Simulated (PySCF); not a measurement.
# C11H13NOSi: the cost of one run

Programs: PySCF 2.14.0, with density-fitted response routines of our own. Each step states its level of theory. These are calculated values for one molecule in the gas phase, unless marked as measured. Atoms count from 0, in the outputs and in this text.

## (1) Starting geometry

27 atoms, charge 0, multiplicity 1; geometry from: GFN2-xTB.

Bonds of the start (Å): C0–Si1 1.91, Si1–C2 1.91, Si1–C3 1.90, Si1–C4 1.94, C4–O5 1.22, C4–C6 1.49, C6–C7 1.40, C7–C8 1.38, C8–C9 1.40, C9–C10 1.41, C10–N11 1.15, C9–C12 1.40, C12–C13 1.38, C13–C6 1.39, C0–H14 1.09, C0–H15 1.09, C0–H16 1.09, C2–H17 1.09, C2–H18 1.09, C2–H19 1.09, C3–H20 1.09, C3–H21 1.09, C3–H22 1.09, C7–H23 1.08, C8–H24 1.08, C12–H25 1.08, C13–H26 1.08.

## (2) Relaxing the molecule at PBE0-D3(BJ)/def2-SVP

What the job is given:

```
{"job": {"xc": "PBE0", "basis": "def2-SVP", "d3": "d3bj", "grid": 1, "kind": "geom"}, "charge": 0, "multiplicity": 1}
C     -2.348750     1.067450     2.035460
Si    -2.614640     0.308650     0.302600
C     -2.755620     1.662250    -1.038900
C     -4.176990    -0.772730     0.297750
C     -1.165180    -0.910060    -0.140160
O     -1.462980    -2.057900    -0.415130
C      0.265180    -0.499580    -0.153160
C      1.236640    -1.480570    -0.363990
C      2.575620    -1.156820    -0.388800
C      2.963120     0.171800    -0.202980
C      4.333100     0.521470    -0.231380
N      5.442530     0.808830    -0.255530
C      2.000150     1.160460     0.008960
C      0.662590     0.822080     0.034650
H     -1.490960     1.730860     2.084990
H     -2.205450     0.294440     2.785150
H     -3.221620     1.644390     2.326530
H     -3.642580     2.265490    -0.868860
H     -2.845170     1.223170    -2.028510
H     -1.904530     2.336070    -1.058230
H     -4.318000    -1.245430    -0.669720
H     -5.068990    -0.193510     0.518970
H     -4.104850    -1.567200     1.034820
H      0.909740    -2.499760    -0.509320
H      3.326060    -1.915600    -0.553420
H      2.313230     2.184500     0.150560
H     -0.078050     1.588540     0.194620
```

Q: Estimate the wall time of this first job on 8 threads of Arm Neoverse V2, shared host.

About 3.3 min.
